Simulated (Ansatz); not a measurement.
**Br₂H₄HfN₂: up Jacob's ladder to CCSD(T)**

One table from this session's results is given with a row withheld; the runs are named, their logs left out.

Method: functionals in def2-TZVPP, the program's frozen cores in correlated methods; program: Ansatz 0.2.0, Gaussian basis.

Levels to be run: LDA (SPW92), PBE-D4, revPBE-D4, BLYP-D4, r2SCAN-D4, B97M-V, PBE0-D4, B3LYP-D4, r2SCANh-D4, r2SCAN0-D4, HSE06-D4, BHLYP-D4, CAM-B3LYP-D4, LC-ωPBE, ωB97X-V, ωB97M-V, B2PLYP, PBE-QIDH; CCSD(T)/def2-SVP; MP2/def2-TZVPP; MP2/def2-QZVPP; RPA on PBE.

## Structure used throughout

An earlier PBE0-D4 in a triple-zeta def2 set relaxation fixed the geometry. Hf takes the def2 core potential; no spin-orbit term is included.

SMILES `[NH2][Hf]([NH2])([Br])[Br]`, 9 atoms, charge 0, spin multiplicity 1.

Atoms are counted from 1 here; the program's logs count them from 0.

Bond lengths: N1–Hf2 2.004 Å, N1–H6 1.011 Å, N1–H7 1.011 Å, Hf2–N3 2.008 Å, Hf2–Br4 2.518 Å, Hf2–Br5 2.518 Å, N3–H8 1.009 Å, N3–H9 1.012 Å. Angles: Hf2–N1–H6 125.3°, Hf2–N1–H7 125.3°, H6–N1–H7 109.1°, N1–Hf2–N3 104.9°, N1–Hf2–Br4 109.9°, N1–Hf2–Br5 109.9°, N3–Hf2–Br4 109.0°, N3–Hf2–Br5 109.0°, Br4–Hf2–Br5 113.7°, Hf2–N3–H8 126.1°, Hf2–N3–H9 124.8°, H8–N3–H9 109.2°.

As a file:

```
atom    x (Å)    y (Å)    z (Å)
  N1   1.3910   0.9130  -0.2789
 Hf2  -0.5026   0.2600  -0.3358
  N3  -0.5273  -1.3569   0.8541
 Br4  -1.1005  -0.4372  -2.6805
 Br5  -2.0426   2.0065   0.6229
  H6   2.1162   0.6603  -0.9370
  H7   1.7494   1.6136   0.3561
  H8   0.2608  -1.7358   1.3584
  H9  -1.3444  -1.9234   1.0406
```

The first run:

File in.yaml:

```yaml
crystal:
  periodic: [false, false, false]
  atoms:
    - {symbol: N, position_ang: [1.390992, 0.912973, -0.278889]}
    - {symbol: Hf, position_ang: [-0.502550, 0.260036, -0.335801]}
    - {symbol: N, position_ang: [-0.527326, -1.356925, 0.854140]}
    - {symbol: Br, position_ang: [-1.100528, -0.437233, -2.680459]}
    - {symbol: Br, position_ang: [-2.042607, 2.006525, 0.622890]}
    - {symbol: H, position_ang: [2.116168, 0.660260, -0.937011]}
    - {symbol: H, position_ang: [1.749436, 1.613649, 0.356120]}
    - {symbol: H, position_ang: [0.260826, -1.735847, 1.358414]}
    - {symbol: H, position_ang: [-1.344411, -1.923428, 1.040598]}
basis:
  gaussian: {orbitals: def2-TZVPP}
hamiltonian: {xc: lda}
output: {orbitals: {seedname: orbitals}}
```

Run with:

```sh
$ ansatz run in.yaml --threads 8 --pin off --events-out ev --progress --plain --max-ram 18278MiB
```

Steps of the session up to this table: LDA; PBE-D4 (GGA); revPBE-D4 (GGA); BLYP-D4 (GGA); r2SCAN-D4 (meta-GGA); B97M-V (meta-GGA); PBE0-D4 (hybrid); B3LYP-D4 (hybrid); r2SCANh-D4 (hybrid); r2SCAN0-D4 (hybrid); HSE06-D4 (hybrid); BHLYP-D4 (hybrid); CAM-B3LYP-D4 (range-separated); LC-ωPBE (range-separated); ωB97X-V (range-separated); ωB97M-V (range-separated); B2PLYP (double hybrid); PBE-QIDH (double hybrid).

One table of the session follows, with a row left open; its other results are not shown here.

It belongs to the step «Frontier levels by functional». 

```
  functional  HOMO (eV)  gap (eV)
 LDA (SPW92)      -6.57      4.37
      PBE-D4      -6.38      4.44
   revPBE-D4      -6.31      4.47
     BLYP-D4      -6.22      4.41
   r2SCAN-D4      -6.70      4.95
      B97M-V      -6.72      5.01
     PBE0-D4      -7.72      6.63
    B3LYP-D4      -7.46      6.15
  r2SCANh-D4      -7.19      5.76
  r2SCAN0-D4      -7.94      6.98
    HSE06-D4          ?         ?
    BHLYP-D4      -8.91      8.82
CAM-B3LYP-D4      -9.07      9.07
     LC-ωPBE     -10.48     11.66
     ωB97X-V     -10.10     11.16
     ωB97M-V      -9.97     10.92
```

**Question.** Estimate the row for HSE06-D4.

**Answer.** HOMO (eV): -7.32; gap (eV): 5.85. In the column «HOMO (eV)» it lies between B3LYP-D4 (-7.46) and r2SCANh-D4 (-7.19).
